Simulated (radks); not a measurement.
# Al⁴⁺ in [He] 2s2 2p5: an all-electron calculation

Wanted: eigenvalues, radial structure and energy terms of the aluminium ion Al4+.

The numbers are computed with radks (a radial shooting solver on a logarithmic mesh, Libxc functionals) version 1 (scalar-relativistic Kohn-Sham, exchange-only r2SCAN, spin-polarised, spherical densities, finite nucleus; open shells are filled with parallel spins first), except any that are marked as measured or tabulated.

**1. What is computed**

| Quantity | Value |
| --- | --- |
| element | aluminium (Z = 13) |
| charge | +4 |
| electrons | 9 |
| configuration | [He] 2s2 2p5 |
| nuclear rms radius | 3.061 fm |

Outer shells as boxes (Hund's rule):

Al⁴⁺
```
[He] core
2s [↑↓]
2p [↑↓][↑↓][↑ ]
```

**2. The calculation**

Settings of this run:

```text
Z 13
configuration [He] 2s2 2p5
relativity scalar-relativistic
functional r2scan,
spin polarised
nucleus finite rms 3.061 fm
c 137.035999084
```

What does the calculation give?

The runs gave:

```
                        quantity                      value
                    total energy         -236.05113 hartree
exchange-correlation share of it                     6.93 %
                            −T/E                     1.0035
          highest occupied level        2p down, -136.57 eV
    most extended occupied level  2s down, <r> = 0.605 bohr
 radius at density 0.001 e/bohr³                  1.83 bohr
    maxima of the radial density                          2
         ionisation energy, NIST      153.83 (semi-emp.) eV
```

What this shows: 2 principal shells are occupied and 2 maxima appear in the radial density. Relativity lifts −T/E to 1.004. Minus the highest eigenvalue, 136.57 eV, is 89 % of the tabulated ionisation energy (153.83 eV); the potential of a semilocal functional falls off too fast, so its top eigenvalue is too shallow. Open shells are spherical and high-spin; term and fine-structure splittings are not resolved.
